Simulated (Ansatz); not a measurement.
**BFH3In: how energies converge with the basis set**

An exercise on one series of results from a longer session: the logs are not shown, and one member is left open.

Program: Ansatz 0.2.0, Gaussian basis. Level of theory: one geometry, several basis sets. These are calculated values, not measurements.

The runs, in order: PBE0-D4/def2-SVP; ωB97M-V/def2-SVP; PBE0-D4/def2-QZVPP; ωB97M-V/def2-QZVPP; the functionals' def2-TZVPP values are taken from earlier runs.

## The geometry

All runs share one geometry, relaxed beforehand with PBE0-D4 in a triple-zeta def2 set. In takes the def2 core potential; no spin-orbit term is included.

SMILES `[BH2][InH][F]`, 6 atoms, charge 0, spin multiplicity 1.

Atoms are counted from 1 here; the program's logs count them from 0.

Bond lengths: B1–In2 2.239 Å, B1–H4 1.194 Å, B1–H5 1.194 Å, In2–F3 1.974 Å, In2–H6 1.711 Å. Angles: In2–B1–H4 121.0°, In2–B1–H5 121.0°, H4–B1–H5 118.0°, B1–In2–F3 108.0°, B1–In2–H6 143.9°, F3–In2–H6 108.1°.

The first run:

in.yaml reads:

```yaml
crystal:
  periodic: [false, false, false]
  atoms:
    - {symbol: B, position_ang: [-0.845062, 0.242968, -0.893830]}
    - {symbol: In, position_ang: [0.534743, -0.048082, 0.845226]}
    - {symbol: F, position_ang: [1.969932, -1.281651, 0.283593]}
    - {symbol: H, position_ang: [-1.779911, -0.480151, -1.065225]}
    - {symbol: H, position_ang: [-0.655601, 1.112272, -1.690573]}
    - {symbol: H, position_ang: [0.817899, 0.390646, 2.474510]}
basis:
  gaussian: {orbitals: def2-SVP}
hamiltonian: {xc: pbe0, dispersion: d4}
output: {orbitals: {seedname: orbitals}}
```

Started as:

```bash
$ ansatz run in.yaml --threads 2 --pin off --events-out ev --progress --plain --max-ram 4352MiB
```

Among the steps run: PBE0-D4 in def2-SVP; ωB97M-V in def2-SVP; PBE0-D4 in def2-QZVPP; ωB97M-V in def2-QZVPP.

One table of the session follows, with a row left open; its other results are not shown here.

It belongs to the step «Density functionals: the series». 

| functional | basis | HOMO (eV) | LUMO (eV) |
| --- | --- | --- | --- |
| PBE0-D4 | def2-SVP | -7.75 | -2.74 |
| PBE0-D4 | def2-TZVPP | -7.87 | -2.82 |
| PBE0-D4 | def2-QZVPP | -7.89 | -2.84 |
| ωB97M-V | def2-SVP | -9.85 | -0.70 |
| ωB97M-V | def2-TZVPP | -9.99 | -0.88 |
| ωB97M-V | def2-QZVPP | ? | ? |

**Question.** Estimate the row for ωB97M-V, def2-QZVPP.

As computed: HOMO (eV): -10.02; LUMO (eV): -0.93. In the column «HOMO (eV)» it is the lowest.
